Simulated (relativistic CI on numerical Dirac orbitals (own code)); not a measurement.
# Ions with 19 electrons, Mn⁶⁺ to Zn¹¹⁺: levels along an isoelectronic sequence

How do the lowest levels of 19-electron ions move as Z rises from 25 to 30? Each ion is run with the same configurations.

The numbers are computed with relativistic CI on numerical Dirac orbitals (own code) version 4 (Dirac-Coulomb-Breit CI, KLI orbitals optimised for each configuration, model QED (radiative potential, 1s self-energy scaled to tabulated hydrogen-like ionisation energies), valence Slater integrals scaled by 0.9, P86 correlation energy added to each configuration), except any that are marked as measured or tabulated.

## Step 1: The atom as given

```
electrons      : 19
ions           : Mn⁶⁺, Fe⁷⁺, Co⁸⁺, Ni⁹⁺, Cu¹⁰⁺, Zn¹¹⁺
configurations : [Ar] 3d; [Ar] 4s; [Ne] 3s2 3p5 3d2; [Ne] 3s 3p6 3d2; [Ar] 4p; [Ne] 3p6 3d3; [Ne] 3p5 3d4
```

## Step 2: Mn⁶⁺ (Z = 25)

The run's settings:

```ini
atom Mn  Z=25  charge=6  electrons=19
nucleus A=55  rms_radius_fm=3.7057
hamiltonian dirac-coulomb  breit=on  qed=on  c_scale=1
orbitals kli  potential=per-configuration
slater_scale 0.9
correlation p86
mixing on
configurations
  [Ar] 3d
  [Ar] 4s
  [Ne] 3s2 3p5 3d2
  [Ne] 3s 3p6 3d2
  [Ar] 4p
  [Ne] 3p6 3d3
  [Ne] 3p5 3d4
end
```

The run is started by

```sh
> python run_levels.py task.json out
```

One command runs all members of the session, one after another, from task.json.

## Step 3: Fe⁷⁺ (Z = 26)

Changes to the settings of step 2:

```diff
@@ -1,3 +1,3 @@
-atom Mn  Z=25  charge=6  electrons=19
-nucleus A=55  rms_radius_fm=3.7057
+atom Fe  Z=26  charge=7  electrons=19
+nucleus A=56  rms_radius_fm=3.7377
 hamiltonian dirac-coulomb  breit=on  qed=on  c_scale=1
```

## Step 4: Co⁸⁺ (Z = 27)

Changes to the settings of step 3:

```diff
@@ -1,3 +1,3 @@
-atom Fe  Z=26  charge=7  electrons=19
-nucleus A=56  rms_radius_fm=3.7377
+atom Co  Z=27  charge=8  electrons=19
+nucleus A=59  rms_radius_fm=3.7875
 hamiltonian dirac-coulomb  breit=on  qed=on  c_scale=1
```

## Step 5: Ni⁹⁺ (Z = 28)

Changes to the settings of step 4:

```diff
@@ -1,3 +1,3 @@
-atom Co  Z=27  charge=8  electrons=19
-nucleus A=59  rms_radius_fm=3.7875
+atom Ni  Z=28  charge=9  electrons=19
+nucleus A=58  rms_radius_fm=3.7757
 hamiltonian dirac-coulomb  breit=on  qed=on  c_scale=1
```

## Step 6: Cu¹⁰⁺ (Z = 29)

Changes to the settings of step 5:

```diff
@@ -1,3 +1,3 @@
-atom Ni  Z=28  charge=9  electrons=19
-nucleus A=58  rms_radius_fm=3.7757
+atom Cu  Z=29  charge=10  electrons=19
+nucleus A=63  rms_radius_fm=3.8823
 hamiltonian dirac-coulomb  breit=on  qed=on  c_scale=1
```

## Step 7: Zn¹¹⁺ (Z = 30)

Changes to the settings of step 6:

```diff
@@ -1,3 +1,3 @@
-atom Cu  Z=29  charge=10  electrons=19
-nucleus A=63  rms_radius_fm=3.8823
+atom Zn  Z=30  charge=11  electrons=19
+nucleus A=64  rms_radius_fm=3.9283
 hamiltonian dirac-coulomb  breit=on  qed=on  c_scale=1
```

(Steps that only read results are left out.)

Q: Predict the outcome of this session. Wanted: lowest level, first ion; lowest level, last ion; changes of the lowest level; interval 2D3/2 to 2D5/2; mean jj purity of the low levels.

The runs gave:

| quantity | value |
| --- | --- |
| lowest level, first ion | 3d 2D3/2 |
| lowest level, last ion | 3d 2D3/2 |
| changes of the lowest level | none |
| interval 2D3/2 to 2D5/2 | 1297 to 5017 cm⁻¹ |
| mean jj purity of the low levels | 71 to 72 % |

What this shows: The lowest level stays 3d 2D3/2 throughout. The fine-structure interval of 3d 2D grows as about Z to the power 7.4 over this range, steeper than the fourth power of a bare nucleus, since the screened charge grows faster than Z. Only the listed configurations are in the model.
